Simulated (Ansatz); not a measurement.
# Ni16H4C: the cost of one run

Method: DFT LDA, scalar-relativistic, plane waves, PAW, in Ansatz 0.2.0.

## (1) The structure to begin with

The structure is trigonal, space group P3 (No. 143). Conventional cell: a = 4.984 Å, b = 4.984 Å, c = 26.104 Å, α = 90.00°, β = 90.00°, γ = 120.00°. Ni (site symmetry 1) is surrounded by 9 Ni at 2.49 Å. Around Ni (site symmetry 3) lie 9 Ni at 2.49 Å. Ni (site symmetry 3) is surrounded by 12 Ni at 2.49 Å. Around Ni (site symmetry 1) lie 12 Ni at 2.49 Å. Only part of the 11 independent sites is listed.

Coordinates:

```
Ni C H
1.0
     4.98369    0.00000    0.00000
     2.49184    4.31600    0.00000
     0.00000    0.00000   26.10375
Ni C H
16 1 4
Direct
  0.00000 0.00000 0.38309
  0.50000 0.00000 0.38309
  0.00000 0.50000 0.38309
  0.50000 0.50000 0.38309
  0.16667 0.16667 0.46103
  0.66667 0.16667 0.46103
  0.16667 0.66667 0.46103
  0.66667 0.66667 0.46103
  0.83333 0.33333 0.53897
  0.33333 0.33333 0.53897
  0.83333 0.83333 0.53897
  0.33333 0.83333 0.53897
  0.00000 0.00000 0.61691
  0.50000 0.00000 0.61691
  0.00000 0.50000 0.61691
  0.50000 0.50000 0.61691
  0.16667 0.16667 0.77781
  0.16667 0.16667 0.81976
  0.37382 0.16667 0.76383
  0.95952 0.37382 0.76383
  0.16667 0.95952 0.76383
```

## (2) Single point: Ni16H4C slab

A dipole layer in the vacuum cancels the field that periodic copies would set up if the slab's two faces differ.

input.yaml reads:

```yaml
crystal:
  lattice:
    - [4.9836885938, 0.0, 0.0]
    - [2.4918442969, 4.3160009268, 0.0]
    - [0.0, 0.0, 26.1037470459]
  atoms:
    - { symbol: Ni, position: [0.0, 0.0, 0.3830867646], spin: 0.6 }
    - { symbol: Ni, position: [0.5, 0.0, 0.3830867646], spin: 0.6 }
    - { symbol: Ni, position: [0.0, 0.5, 0.3830867646], spin: 0.6 }
    - { symbol: Ni, position: [0.5, 0.5, 0.3830867646], spin: 0.6 }
    - { symbol: Ni, position: [0.1666666667, 0.1666666667, 0.4610289215], spin: 0.6 }
    - { symbol: Ni, position: [0.6666666667, 0.1666666667, 0.4610289215], spin: 0.6 }
    - { symbol: Ni, position: [0.1666666667, 0.6666666667, 0.4610289215], spin: 0.6 }
    - { symbol: Ni, position: [0.6666666667, 0.6666666667, 0.4610289215], spin: 0.6 }
    - { symbol: Ni, position: [-0.1666666667, 0.3333333333, 0.5389710785], spin: 0.6 }
    - { symbol: Ni, position: [0.3333333333, 0.3333333333, 0.5389710785], spin: 0.6 }
    - { symbol: Ni, position: [-0.1666666667, 0.8333333333, 0.5389710785], spin: 0.6 }
    - { symbol: Ni, position: [0.3333333333, 0.8333333333, 0.5389710785], spin: 0.6 }
    - { symbol: Ni, position: [0.0, 0.0, 0.6169132354], spin: 0.6 }
    - { symbol: Ni, position: [0.5, 0.0, 0.6169132354], spin: 0.6 }
    - { symbol: Ni, position: [0.0, 0.5, 0.6169132354], spin: 0.6 }
    - { symbol: Ni, position: [0.5, 0.5, 0.6169132354], spin: 0.6 }
    - { symbol: C, position: [0.1666666667, 0.1666666667, 0.7778096765] }
    - { symbol: H, position: [0.1666666667, 0.1666666667, 0.8197576773] }
    - { symbol: H, position: [0.3738156449, 0.1666666667, 0.7638270096] }
    - { symbol: H, position: [-0.0404828973, 0.3738150591, 0.7638270096] }
    - { symbol: H, position: [0.1666690096, -0.040483483, 0.7638270096] }
magnetization:
  spin_polarized: true
scf:
  occupations: { method: gaussian, width: 0.1 }
output:
  forces: true
  populations: true
hamiltonian:
  xc: lda
kpoints:
  mp_grid: { grid: [6, 6, 1] }
efield:
  axis: 3
  dipole_correction: true
```

On the command line:

```bash
$ ansatz run input.yaml --threads 8 --pin off --max-ram 15360MiB --backend cpu --events-out ev --progress --plain --runs-dir out
```

**Question.** How long does this run take on 8 threads of Arm Neoverse V1, shared host, and how much memory does it need?

About 2.1 min, with a peak of 4.1 GiB.
